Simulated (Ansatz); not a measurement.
# CH₉GeN₃: how energies converge with the basis set

The task here is to estimate one member of a computed series from the others.

Program: Ansatz 0.2.0, Gaussian basis. Level of theory: one geometry, several basis sets. These are calculated values, not measurements.

Levels to be run: PBE0-D4/def2-SVP; ωB97M-V/def2-SVP; PBE0-D4/def2-QZVPP; ωB97M-V/def2-QZVPP; the functionals' def2-TZVPP values are taken from earlier runs.

### Structure used throughout

An earlier PBE0-D4 in a triple-zeta def2 set relaxation fixed the geometry.

SMILES `[CH3][Ge]([NH2])([NH2])[NH2]`, 14 atoms, charge 0, spin multiplicity 1.

Atoms are counted from 1 here; the program's logs count them from 0.

Bond lengths: C1–Ge2 1.946 Å, C1–H6 1.091 Å, C1–H7 1.092 Å, C1–H8 1.091 Å, Ge2–N3 1.840 Å, Ge2–N4 1.840 Å, Ge2–N5 1.829 Å, N3–H9 1.010 Å, N3–H10 1.011 Å, N4–H11 1.010 Å, N4–H12 1.011 Å, N5–H13 1.009 Å, N5–H14 1.009 Å. Angles: Ge2–C1–H6 110.0°, Ge2–C1–H7 110.8°, Ge2–C1–H8 110.0°, H6–C1–H7 108.4°, H6–C1–H8 109.1°, H7–C1–H8 108.4°, C1–Ge2–N3 106.9°, C1–Ge2–N4 106.9°, C1–Ge2–N5 119.5°, N3–Ge2–N4 120.5°, N3–Ge2–N5 102.0°, N4–Ge2–N5 102.0°, Ge2–N3–H9 115.7°, Ge2–N3–H10 114.5°, H9–N3–H10 109.0°, Ge2–N4–H11 115.7°, Ge2–N4–H12 114.5°, H11–N4–H12 109.0° and more.

Set-up of the first run:

in.yaml reads:

```yaml
crystal:
  periodic: [false, false, false]
  atoms:
    - {symbol: C, position_ang: [-1.638139, 0.709702, 0.163268]}
    - {symbol: Ge, position_ang: [0.142892, -0.046818, -0.044537]}
    - {symbol: N, position_ang: [1.197822, 0.703388, 1.263033]}
    - {symbol: N, position_ang: [-0.060977, -1.872561, -0.146656]}
    - {symbol: N, position_ang: [1.103470, 0.312556, -1.559303]}
    - {symbol: H, position_ang: [-2.286190, 0.366226, -0.643755]}
    - {symbol: H, position_ang: [-2.081007, 0.405540, 1.114329]}
    - {symbol: H, position_ang: [-1.585894, 1.798737, 0.140424]}
    - {symbol: H, position_ang: [0.816844, 0.683108, 2.198084]}
    - {symbol: H, position_ang: [2.146981, 0.357429, 1.286141]}
    - {symbol: H, position_ang: [-0.635697, -2.289866, 0.571225]}
    - {symbol: H, position_ang: [0.805370, -2.388028, -0.216527]}
    - {symbol: H, position_ang: [1.356292, 1.281764, -1.684177]}
    - {symbol: H, position_ang: [0.705132, -0.050277, -2.412848]}
basis:
  gaussian: {orbitals: def2-SVP}
hamiltonian: {xc: pbe0, dispersion: d4}
output: {orbitals: {seedname: orbitals}}
```

The run is started by

```
$ ansatz run in.yaml --threads 4 --pin off --events-out ev --progress --plain --max-ram 11315MiB
```

Among the steps run: PBE0-D4 in def2-SVP; ωB97M-V in def2-SVP; PBE0-D4 in def2-QZVPP; ωB97M-V in def2-QZVPP.

One of the session's tables, all rows but one given; the rest of the session is left out.

It belongs to the step «Functionals by basis». 

```
functional       basis  HOMO (eV)  LUMO (eV)
   PBE0-D4    def2-SVP      -6.41       1.30
   PBE0-D4  def2-TZVPP      -6.72       0.57
   PBE0-D4  def2-QZVPP      -6.80       0.18
   ωB97M-V    def2-SVP          ?          ?
   ωB97M-V  def2-TZVPP      -9.10       1.94
   ωB97M-V  def2-QZVPP      -9.17       1.35
```

Q: Estimate the row for ωB97M-V, def2-SVP from the others.

The run gave: HOMO (eV): -8.79; LUMO (eV): 2.89. In the column «HOMO (eV)» it lies between ωB97M-V, def2-TZVPP (-9.10) and PBE0-D4, def2-QZVPP (-6.80).
